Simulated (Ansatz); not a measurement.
# Bi2Te3: the cost of one run

Program: Ansatz 0.2.0. Level of theory: DFT PBEsol, scalar-relativistic, plane waves, PAW. These are calculated values, not measurements.

That is the level of the relaxation; later steps name their own.

## Step 1: The starting structure

It takes space group R-3m (No. 166, trigonal). Conventional cell: a = 4.395 Å, b = 4.395 Å, c = 30.376 Å, α = 90.00°, β = 90.00°, γ = 120.00°. Bi (site symmetry 3m) has 6 Te at 3.02 to 3.26 Å as nearest neighbours. Te (site symmetry -3m) is surrounded by 6 Bi at 3.26 Å. Te (site symmetry 3m) has 3 Bi at 3.02 Å as nearest neighbours.

As a file:

```cif
data_structure
_symmetry_space_group_name_H-M 'P 1'
_symmetry_Int_Tables_number 1
_cell_length_a 10.4384
_cell_length_b 10.4384
_cell_length_c 10.4384
_cell_angle_alpha 24.304
_cell_angle_beta 24.304
_cell_angle_gamma 24.304
_cell_volume 169.36
loop_
_atom_site_label
_atom_site_type_symbol
_atom_site_fract_x
_atom_site_fract_y
_atom_site_fract_z
_atom_site_occupancy
Bi1 Bi 0.40080 0.40080 0.40080 1
Bi2 Bi 0.59920 0.59920 0.59920 1
Te1 Te 0.00000 0.00000 0.00000 1
Te2 Te 0.21170 0.21170 0.21170 1
Te3 Te 0.78830 0.78830 0.78830 1
```

(A quick probe on a coarse mesh, which set the mesh and smearing, is not shown.)

## Step 3: Full relaxation

Input file input.yaml:

```yaml
crystal:
  lattice:
    - [2.19736561, 1.26864962, 10.12531362]
    - [-2.19736561, 1.26864962, 10.12531362]
    - [0.0, -2.53729925, 10.12531362]
  atoms:
    - { symbol: Bi, position: [0.4008, 0.4008, 0.4008] }
    - { symbol: Bi, position: [0.5992, 0.5992, 0.5992] }
    - { symbol: Te, position: [0.0, 0.0, 0.0] }
    - { symbol: Te, position: [0.2117, 0.2117, 0.2117] }
    - { symbol: Te, position: [0.7883, 0.7883, 0.7883] }
basis:
  ecutwfc: 420
kpoints:
  mp_grid: { grid: [9, 9, 9] }
hamiltonian:
  xc: pbesol
scf:
  occupations: { method: gaussian, width: 0.01 }
output:
  forces: true
  stress: true
  eigenvalues: true
relax:
  adjacent_minimum: "off"
  f_tol: 0.005
  max_steps: 80
  cell: { stress_tol: 0.05 }
```

The run is started by

```
$ ansatz run input.yaml --threads 2 --pin off --max-ram 5120MiB --backend cpu --events-out ev --progress --plain --runs-dir out
```

What time and memory should one allow on 2 threads of Arm Neoverse V1, shared host?

About 1.9 min, with a peak of 0.77 GiB.
